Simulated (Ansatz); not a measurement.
NaLaMnMoO6:

```xyz
10
Lattice="4.7224 -2.7369 0.0020 4.7224 2.7369 0.0020 -3.1780 0.0000 4.4700" Properties=species:S:1:pos:R:3 pbc="T T T"
Na   -0.0031    0.0000    3.3293
La    6.2777    0.0000    1.1522
Mn    3.1283    0.0000    2.2333
Mo    0.0068    0.0000    0.0051
O     4.1282    1.3576    1.2770
O     4.1282   -1.3576    1.2770
O     1.7822    0.0000    0.8403
O     4.4845    0.0000    3.6293
O     2.1325    1.3554    3.1991
O     2.1325   -1.3554    3.1991
```

The cell was built by a generator and needn't be a form met in nature.

```yaml
Program: Ansatz 0.2.0
Task: relaxation of cell and atoms
Functional: r2SCAN
Dispersion: rVV10
Potentials_or_basis: Ansatz PAW
Cutoff: "500 eV (not typed: the program's choice for these potentials)"
k_mesh: 5 × 5 × 5
Occupations: fermi-dirac, width 0.05 eV
Spin: collinear spin, ferromagnetic start
Starting_moments: "[0.0, 0.0, 4.0, 1.0, 0.0, 0.0, 0.0, 0.0, 0.0, 0.0] μB"
```

At the start: volume 11.56 Å³/atom.

Problem. How do energy, volume and symmetry change on relaxing?

Solution. It ends after 16 steps and the volume is 12.10 Å³/atom (+4.7 %); space group Cm (No. 8, to 0.05 Å); moment 4.97 μB per cell.

The path:
| step | energy change (eV) | largest force (eV/Å) | volume (Å³) |
| --- | --- | --- | --- |
| 1 | 0.0000 | 0.5047 | 115.58 |
| 2 | -0.0315 | 0.2081 | 114.02 |
| 3 | -0.0428 | 0.1186 | 114.51 |
| 4 | -0.0671 | 0.2172 | 115.74 |
| 5 | -0.0974 | 0.1470 | 116.81 |
| 6 | -0.1193 | 0.4184 | 118.77 |
| 7 | -0.1560 | 0.3161 | 119.98 |
| 8 | -0.1727 | 0.2074 | 121.15 |
| 9 | -0.1799 | 0.1588 | 120.53 |
| 10 | -0.1822 | 0.1064 | 120.74 |
| 11 | -0.1826 | 0.1052 | 121.38 |
| 12 | -0.1846 | 0.0307 | 120.94 |
| 13 | -0.1848 | 0.0146 | 121.00 |
| 14 | -0.1849 | 0.0153 | 121.01 |
| 15 | -0.1849 | 0.0044 | 121.01 |
| 16 | -0.1881 | 0.0044 | 121.01 |

Final structure:
```cif
data_structure
_symmetry_space_group_name_H-M 'P 1'
_symmetry_Int_Tables_number 1
_cell_length_a 5.5507
_cell_length_b 5.5507
_cell_length_c 5.5558
_cell_angle_alpha 120.059
_cell_angle_beta 120.059
_cell_angle_gamma 60.088
_cell_volume 121.01
loop_
_atom_site_label
_atom_site_type_symbol
_atom_site_fract_x
_atom_site_fract_y
_atom_site_fract_z
_atom_site_occupancy
Na1 Na 0.25619 0.25619 0.74452 1
La1 La 0.75463 0.75463 0.26619 1
Mn1 Mn 0.50520 0.50520 0.51215 1
Mo1 Mo 0.00570 0.00570 0.00562 1
O1 O 0.28797 0.79888 0.27828 1
O2 O 0.79888 0.28797 0.27828 1
O3 O 0.23608 0.23608 0.14653 1
O4 O 0.76045 0.76045 0.85409 1
O5 O 0.18688 0.70832 0.70810 1
O6 O 0.70832 0.18688 0.70810 1
```

Caveat: the magnetic or orbital state may not be the lowest; the plane-wave basis is chosen anew once the cell has moved, so the energies of steps on either side of that aren't comparable; a cell with one magnetic atom can't hold antiferromagnetic order, which such compounds often take; the PAW data sets come from PBE, with cores solved anew for the run's functional, which leaves a small shift of forces and pressure; the starting moments weren't kept.
